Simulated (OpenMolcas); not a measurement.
**Ti²⁺ among point charges: CASSCF levels and susceptibility**

Aim: the splitting of the states of Ti²⁺ in the field of 5 point charges, its lowest levels with spin-orbit coupling and its magnetic susceptibility.

The numbers are computed with OpenMolcas 26.06 (state-averaged CASSCF, spin-orbit coupling by RASSI with atomic mean-field integrals), except any that are marked as measured or tabulated.

1 further run of the same task is left out (it didn't finish).

## Step 1: Starting point

```
Species                           : Ti²⁺ (titanium, Z = 22, 20 electrons)
Basis                             : ANO-RCC-VDZP [5s4p2d1f], 34 functions
Scalar Hamiltonian                : DKH2, point nucleus
Inactive shells                   : 1s 2s 2p 3s 3p
Active space                      : 2 electrons in 5 orbitals (3d)
Some configurations of this space : 3d2
Orbitals                          : optimised for each spin and parity, averaged over all roots
```

The outer shells:

3d2
```
3d [↑ ][↑ ][  ][  ][  ]
```

The ion sits among 5 point charges of -1.3 e arranged as a trigonal bipyramid (D3h), 1.65 Å from the ion, with the axial distance 1.914 Å. The active orbitals were held to one l.

The work runs as a chain of OpenMolcas steps in one folder; each step below is one input file. Labels, J, g values, rates, χT and fits are worked out afterwards by a script from the matrices that RASSI stores.

## Step 2: GATEWAY and SEWARD: basis and integrals

Input file a.inp:

```
&GATEWAY
Coord
1

Ti 0.0 0.0 0.0
Basis=ANO-RCC-VDZP
Group=NoSym
NoMove
AngMom=0.0 0.0 0.0
AMFI
XField
5 Angstrom 0
1.650000 0.000000 0.000000 -1.300000
-0.825000 1.428942 0.000000 -1.300000
-0.825000 -1.428942 0.000000 -1.300000
0.000000 0.000000 1.914000 -1.300000
0.000000 0.000000 -1.914000 -1.300000
&SEWARD
```

On the command line:

```sh
> OMP_NUM_THREADS=1 MOLCAS_MEM=1689 MOLCAS_PROJECT=a pymolcas a.inp > a.log
```

Output:

```text
Basis set label: TI.ANO-RCC...5S4P2D1F.

      Electronic valence basis set:
      ------------------
      Associated Effective Charge  22.000000 au
      Associated Actual Charge     22.000000 au
      Nuclear Model: Point charge

      Shell  nPrim  nBasis  Cartesian Spherical Contaminant
         s      21       5        X
         p      15       4        X
         d      10       2                 X
         f       6       1                 X
                  Relativistic Douglas-Kroll-Hess integrals:
                    - DKH order of Hamiltonian: 2
                    - DKH order of Properties : 0
                  Atomic mean-field integrals
```

## Step 3: CASSCF: triplets, 10 roots

Input file a.inp:

```
&RASSCF
FileOrb=start.orb
Symmetry=1
Spin=3
nActEl=2 0 0
Inactive=9
Ras2=5
CIRoot=10 10 1
SDav=10
CIMx=300
Iter=120 100
PrWF=0.3
OrbListing=Nothing
MaxOrb=0
SupSym
1
10 10 11 12 13 14 23 24 25 26 27
>>> COPY $Project.JobIph JOB001
```

start.orb holds the contracted functions of the basis, ordered by shell, or the orbitals of the step before.

Output:

```text
Wave function specifications:
      -----------------------------

      Number of closed shell electrons          18
      Number of electrons in active shells       2
      Max number of holes in RAS1 space          0
      Max nr of electrons in RAS3 space          0
      Number of inactive orbitals                9
      Number of active orbitals                  5
      Number of secondary orbitals              20
      Spin quantum number                      1.0
      State symmetry                             1
Orbital specifications:
      -----------------------

      Symmetry species                           1
                                                 a
      Frozen orbitals                            0
      Inactive orbitals                          9
      Active orbitals                            5
      RAS1 orbitals                              0
      RAS2 orbitals                              5
      RAS3 orbitals                              0
      Secondary orbitals                        20
      Deleted orbitals                           0
      Number of basis functions                 34
      Number of CSFs                            10
      Number of root(s) required                10
      Iter CI   SX   CI       RASSCF       Energy    max ROT     max BLB   max BLB  Level Ln srch  Step   QN
          iter iter root      energy       change     param      element    value   shift minimum  type update
 Nr of preliminary CI iterations:   1
        1   1    6    0  -855.99560968    0.00E+00   1.26E-01*   7  20 1 -5.89E-02*  0.05   0.00    SX    NO
        2   1    6    0  -856.00216118   -6.55E-03*  3.86E-02    9  22 1  3.48E-02*  0.08   0.00    SX    NO
        3   1    6    0  -856.00287647   -7.15E-04* -2.02E-02    7  20 1 -1.98E-02*  0.05   0.00    SX    NO
        4   1    6    0  -856.00311482   -2.38E-04*  1.27E-02    9  22 1  1.22E-02*  0.06   0.00    SX    NO
        5   1    6    0  -856.00320792   -9.31E-05* -4.73E-03    7  20 1 -7.46E-03*  0.05   0.62    QN   YES
        6   1    4    0  -856.00326393   -5.60E-05*  7.57E-05    7  20 1 -1.36E-04*  0.06   1.02    QN   YES
        7   1    3    0  -856.00326395   -1.62E-08* -1.28E-06    7  17 1  3.04E-06   0.06   1.00    QN   YES
        8   1    2    0  -856.00326395   -1.13E-11   4.20E-07    7  17 1  6.35E-07   0.06   1.18    QN   YES
      Convergence after  8 iterations
        9   1    2    0  -856.00326395    2.27E-13   4.20E-07    7  20 1  1.03E-07   0.06   1.18    QN   YES
      Natural orbitals and occupation numbers for root  1
      sym 1:  -0.000000   0.961028   0.038972   0.961028   0.038972
      Natural orbitals and occupation numbers for root  2
      sym 1:  -0.000000   0.500000   0.500000   0.500000   0.500000
      Natural orbitals and occupation numbers for root  3
      sym 1:  -0.000000   0.500000   0.500000   0.500000   0.500000
::    RASSCF root number  1 Total energy:   -856.06131011
::    RASSCF root number  2 Total energy:   -856.03384412
::    RASSCF root number  3 Total energy:   -856.03384412
::    RASSCF root number  4 Total energy:   -856.02858646
::    RASSCF root number  5 Total energy:   -856.02858646
::    RASSCF root number  6 Total energy:   -855.98143122
::    RASSCF root number  7 Total energy:   -855.98143121
::    RASSCF root number  8 Total energy:   -855.96739442
::    RASSCF root number  9 Total energy:   -855.96739442
::    RASSCF root number 10 Total energy:   -855.94881694
```

## Step 4: CASSCF: singlets, 15 roots

Input file a.inp:

```
&RASSCF
FileOrb=start.orb
Symmetry=1
Spin=1
nActEl=2 0 0
Inactive=9
Ras2=5
CIRoot=15 15 1
SDav=15
CIMx=300
Iter=120 100
PrWF=0.3
OrbListing=Nothing
MaxOrb=0
SupSym
1
10 10 11 12 13 14 23 24 25 26 27
>>> COPY $Project.JobIph JOB002
```

Output:

```text
Wave function specifications:
      -----------------------------

      Number of closed shell electrons          18
      Number of electrons in active shells       2
      Max number of holes in RAS1 space          0
      Max nr of electrons in RAS3 space          0
      Number of inactive orbitals                9
      Number of active orbitals                  5
      Number of secondary orbitals              20
      Spin quantum number                      0.0
      State symmetry                             1
Orbital specifications:
      -----------------------

      Symmetry species                           1
                                                 a
      Frozen orbitals                            0
      Inactive orbitals                          9
      Active orbitals                            5
      RAS1 orbitals                              0
      RAS2 orbitals                              5
      RAS3 orbitals                              0
      Secondary orbitals                        20
      Deleted orbitals                           0
      Number of basis functions                 34
      Number of CSFs                            15
      Number of root(s) required                15
      Iter CI   SX   CI       RASSCF       Energy    max ROT     max BLB   max BLB  Level Ln srch  Step   QN
          iter iter root      energy       change     param      element    value   shift minimum  type update
 Nr of preliminary CI iterations:   1
        1   1    4    0  -855.94910239    0.00E+00  -2.46E-02   10  23 1 -5.38E-03*  0.05   0.00    SX    NO
        2   1    6    0  -855.94983128   -7.29E-04*  1.16E-02    8  21 1 -1.67E-02*  0.03   0.00    SX    NO
        3   1    6    0  -855.94995136   -1.20E-04*  9.46E-03    7  22 1  8.54E-03*  0.04   0.00    SX    NO
        4   1    6    0  -855.95000099   -4.96E-05*  6.21E-03    7  22 1 -6.29E-03*  0.03   0.00    SX    NO
        5   1    5    0  -855.95002331   -2.23E-05*  2.49E-03    7  22 1  4.21E-03*  0.03   0.59    LS   YES
        6   1    4    0  -855.95004286   -1.95E-05*  6.03E-05    6  15 1  3.80E-05   0.03   1.01    QN   YES
        7   1    3    0  -855.95004287   -1.06E-08*  8.26E-06    8  18 1  1.24E-05   0.03   1.17    QN   YES
        8   1    3    0  -855.95004287   -3.45E-10  -2.05E-07    9  17 1  8.26E-07   0.03   1.03    QN   YES
      Convergence after  8 iterations
        9   1    3    0  -855.95004287   -2.73E-12  -2.05E-07    8  18 1  4.89E-08   0.03   1.03    QN   YES
      Natural orbitals and occupation numbers for root  1
      sym 1:   0.018254   0.981746   0.981746   0.018254  -0.000000
      Natural orbitals and occupation numbers for root  2
      sym 1:   0.000000   0.981746   0.981746   0.018254   0.018254
      Natural orbitals and occupation numbers for root  3
      sym 1:   0.203332   0.796180   0.796180   0.000976   0.203331
::    RASSCF root number  1 Total energy:   -856.01235194
::    RASSCF root number  2 Total energy:   -856.01235194
::    RASSCF root number  3 Total energy:   -855.98998464
::    RASSCF root number  4 Total energy:   -855.98751306
::    RASSCF root number  5 Total energy:   -855.98751306
::    RASSCF root number  6 Total energy:   -855.96438873
::    RASSCF root number  7 Total energy:   -855.96438873
::    RASSCF root number  8 Total energy:   -855.94760774
::    RASSCF root number  9 Total energy:   -855.94760774
::    RASSCF root number 10 Total energy:   -855.92648159
::    RASSCF root number 11 Total energy:   -855.92648159
::    RASSCF root number 12 Total energy:   -855.92022645
::    RASSCF root number 13 Total energy:   -855.91985395
::    RASSCF root number 14 Total energy:   -855.91985394
::    RASSCF root number 15 Total energy:   -855.82403802
```

## Step 5: RASSI: spin-orbit coupling between the states

Input file a.inp:

```
&RASSI
NrOfJobIphs=2 10 15
1 2 3 4 5 6 7 8 9 10
1 2 3 4 5 6 7 8 9 10 11 12 13 14 15
IphNames
JOB001
JOB002
EJob
SpinOrbit
DIPRint=1.0
SOCoupling=1000.0
Subsets=2
Property=9
'ANGMOM' 1 'ANGMOM' 2 'ANGMOM' 3 'MLTPL  1' 1 'MLTPL  1' 2 'MLTPL  1' 3
'AMFI' 1 'AMFI' 2 'AMFI' 3
SOProperty=3
'ANGMOM' 1 'ANGMOM' 2 'ANGMOM' 3
```

On the command line:

```sh
> OMP_NUM_THREADS=1 MOLCAS_MEM=1689 MOLCAS_PROJECT=a pymolcas a.inp > a.log
```

Output:

```text
SPIN-FREE ENERGIES:
  (Shifted by EMIN (a.u.) =       -856.0613101145)

 SF State       Relative EMIN(au)   Rel lowest level(eV)    D:o, cm**(-1)      L_eff

     1             0.0000000000        0.0000000000              0.0000         2.9
     2             0.0274659895        0.7473876495           6028.0879         3.0
     3             0.0274659895        0.7473876495           6028.0879         3.0
     4             0.0327236553        0.8904560238           7182.0122         3.0
     5             0.0327236564        0.8904560526           7182.0124         3.0
    11             0.0489581746        1.3322197979          10745.0773         3.0
    12             0.0489581746        1.3322197979          10745.0773         3.0
    13             0.0713254733        1.9408650026          15654.1320         3.0
    14             0.0737970589        2.0081202732          16196.5823         2.1
    15             0.0737970594        2.0081202871          16196.5824         2.1
     6             0.0798788949        2.1736154615          17531.3910         3.0
     7             0.0798789017        2.1736156481          17531.3925         3.0
     8             0.0939156939        2.5555762214          20612.1123         1.1
     9             0.0939156947        2.5555762435          20612.1125         1.1
    16             0.0969213840        2.6373652154          21271.7850         4.0
    17             0.0969213840        2.6373652154          21271.7850         4.0
    10             0.1124931782        3.0610953217          24689.3988         1.2
    18             0.1137023760        3.0939992700          24954.7871         3.9
    19             0.1137023760        3.0939992700          24954.7871         3.9
    20             0.1348285289        3.6688711773          29591.4417         4.0
    21             0.1348285289        3.6688711773          29591.4417         4.0
    22             0.1410836684        3.8390821938          30964.2861         2.7
    23             0.1414561667        3.8492183893          31046.0400         3.2
    24             0.1414561739        3.8492185851          31046.0416         3.2
    25             0.2372720939        6.4565025928          52075.2053         1.4
     Dipole printing threshold changed to   1.00000000E+00

++ Dipole transition strengths (spin-free states):
   -----------------------------------------------
     for osc. strength at least  1.00000000E+00

  ( Max oscillator strength is only    6.4153870798448071E-050 )
--
Eigenvalues of complex Hamiltonian:
   -----------------------------------
  (Shifted by EMIN (a.u.) =       -856.0613101145)

 SO State       Relative EMIN(au)   Rel lowest level(eV)    D:o, cm**(-1)     J-value

     1            -0.0000260259        0.0000000000              0.0000         3.1
     2            -0.0000142558        0.0003202804              2.5832         3.0
     3            -0.0000142558        0.0003202804              2.5832         3.0
     4             0.0266714993        0.7264766692           5859.4295         1.5
     5             0.0266714993        0.7264766697           5859.4295         1.5
     6             0.0274607140        0.7479522952           6032.6421         1.8
     7             0.0274607140        0.7479522952           6032.6421         1.8
     8             0.0282391954        0.7691358550           6203.4990         1.5
     9             0.0282391954        0.7691358550           6203.4990         1.5
    10             0.0324393762        0.8834285968           7125.3322         3.0
    11             0.0324564600        0.8838934690           7129.0816         3.0
    12             0.0327170931        0.8909856588           7186.2840         3.1
    13             0.0327170942        0.8909856876           7186.2842         3.1
    14             0.0329944033        0.8985316522           7247.1465         2.9
    15             0.0329944033        0.8985316529           7247.1465         2.9
    16             0.0489690619        1.3332242572          10753.1788         2.4
    17             0.0489690619        1.3332242574          10753.1788         2.4
    18             0.0713105414        1.9411668846          15656.5668         3.0
    19             0.0737473958        2.0074770716          16191.3945         1.9
    20             0.0737473963        2.0074770855          16191.3946         1.9
    21             0.0793922386        2.1610810701          17430.2943         2.5
    22             0.0793922386        2.1610810701          17430.2943         2.5
    23             0.0798856001        2.1745061195          17538.5746         2.7
    24             0.0798856069        2.1745063060          17538.5762         2.7
    25             0.0804090068        2.1887487420          17653.4491         2.5
    26             0.0804090068        2.1887487420          17653.4491         2.5
    27             0.0936613374        2.5493630297          20561.9995         1.1
    28             0.0936645670        2.5494509105          20562.7083         1.0
    29             0.0939220286        2.5564567982          20619.2146         1.3
    30             0.0939220294        2.5564568203          20619.2148         1.3
    31             0.0941743994        2.5633241583          20674.6036         1.1
    32             0.0941743994        2.5633241583          20674.6036         1.1
    33             0.0969351875        2.6384490288          21280.5266         2.8
    34             0.0969351875        2.6384490288          21280.5266         2.8
    35             0.1124824455        3.0615114719          24692.7553         1.7
    36             0.1125010208        3.0620169305          24696.8321         1.5
    37             0.1125010208        3.0620169305          24696.8321         1.5
    38             0.1137067030        3.0948252133          24961.4487         3.8
    39             0.1137067030        3.0948252133          24961.4487         3.8
    40             0.1348308030        3.6696412578          29597.6528         1.6
    41             0.1348308030        3.6696412578          29597.6528         1.6
Weights of the five most important spin-orbit-free states for each spin-orbit state.

 SO State  Total energy (au)           Spin-free states, spin, and weights
 -------------------------------------------------------------------------------------------------------
    1        -0.000026       1 1.0  0.9993    4 1.0  0.0003    5 1.0  0.0003   13 0.0  0.0000    8 1.0  0.0000
    2        -0.000014       1 1.0  0.9996    4 1.0  0.0003   15 0.0  0.0000    5 1.0  0.0000   18 0.0  0.0000
    3        -0.000014       1 1.0  0.9996    5 1.0  0.0003   14 0.0  0.0000    4 1.0  0.0000   19 0.0  0.0000
    4         0.026671       3 1.0  0.4996    2 1.0  0.4996   12 0.0  0.0006    6 1.0  0.0001   24 0.0  0.0000
    5         0.026671       2 1.0  0.4996    3 1.0  0.4996   11 0.0  0.0006    7 1.0  0.0001   23 0.0  0.0000
    6         0.027461       3 1.0  0.9999    6 1.0  0.0000    7 1.0  0.0000   16 0.0  0.0000   17 0.0  0.0000
    7         0.027461       2 1.0  0.9999    6 1.0  0.0000    7 1.0  0.0000   17 0.0  0.0000   16 0.0  0.0000
    8         0.028239       2 1.0  0.5000    3 1.0  0.5000   21 0.0  0.0000   20 0.0  0.0000    5 1.0  0.0000
    9         0.028239       3 1.0  0.5000    2 1.0  0.5000   20 0.0  0.0000   21 0.0  0.0000    5 1.0  0.0000
   10         0.032439       4 1.0  0.5000    5 1.0  0.5000    8 1.0  0.0000    9 1.0  0.0000    2 1.0  0.0000
   11         0.032456       4 1.0  0.4996    5 1.0  0.4996    1 1.0  0.0007   22 0.0  0.0000   10 1.0  0.0000
   12         0.032717       4 1.0  0.9993    1 1.0  0.0003   15 0.0  0.0002    7 1.0  0.0001    6 1.0  0.0001
```

These steps: 6.7 s of run time, 1 thread, shared host.

States without spin-orbit coupling:

```csv
state,degeneracy,E (cm-1),free-ion L (%)
3A2,1,0,F (93)
triplet,2,6028,F (100)
3E,2,7182,F (98)
1E,2,10745,D (56)
1A1,1,15654,G (49)
1E,2,16197,D (97)
3E,2,17531,F (100)
3E,2,20612,P (98)
singlet,2,21272,G (100)
3A2,1,24689,P (93)
1E,2,24955,G (97)
1E,2,29591,G (100)
1A1,1,30964,D (56)
1E,2,31046,G (56)
1A1,1,52075,S (83)
```

With spin-orbit coupling:

```tsv
E (cm-1)	Degeneracy	Label	2S+1	g
0.0	1	A1	3	
2.6	2	E	3	0.00 0.00 4.00
5859	2	E	3	0.00 0.00 2.00
6033	2		3	0.00 0.00 6.00
6203	2	E	3	0.00 0.00 10.00
7125	1	A2	3	
7129	1	A1	3	
7186	2	E	3	0.00 0.00 2.00
7247	2	E	3	0.00 0.00 6.00
10753	2	E	1	0.00 0.00 4.00
15657	1	A1	1	
16191	2	E	1	0.00 0.00 1.98
17430	2	E	3	0.00 0.00 0.01
17539	2	E	3	0.00 0.00 4.00
17653	2		3	0.00 0.00 8.00
20562	1	A2	3	
20563	1	A1	3	
20619	2	E	3	0.00 0.00 2.00
20675	2	E	3	0.00 0.00 6.00
21281	2		1	0.00 0.00 6.00
24693	1	A1	3	
24697	2	E	3	0.00 0.00 4.00
24961	2	E	1	0.00 0.00 2.00
29598	2	E	1	0.00 0.00 8.00
```

Labels of spin-orbit levels are those of the rotation subgroup (D3 for D3h). Principal g values are given for doublets only; a zero marks a field direction without first-order Zeeman splitting.

Powder χT (cm³ K/mol): 0.76 at 2 K, 0.91 at 5 K, 0.94 at 10 K, 0.95 at 20 K, 0.96 at 50 K, 0.97 at 100 K, 0.98 at 150 K, 1.00 at 200 K, 1.01 at 250 K, 1.02 at 300 K.

## Step 6: Summary of results

| quantity | value |
| --- | --- |
| method | CASSCF |
| spin-free ground state | 3A2, 1-fold in its orbital part |
| first state of the same spin within the active space | triplet at 6030 cm⁻¹ |
| lowest level | 1-fold A1 |
| next level | 2.6 cm⁻¹ |
| χT at 300 K | 1.02 cm³ K/mol |
| effective moment at 300 K | 2.86 μB |

In words: The spin-free ground state (3A2) comes to 93 % from free-ion F terms and keeps the highest spin of the shell. χT at 300 K is 1.02, against 1.00 cm³ K/mol for the spin alone; near agreement at one temperature doesn't show that the orbital moment is quenched. The field of point charges can differ much from that of real complexes. This is an electrostatic model: the charges have no orbitals.
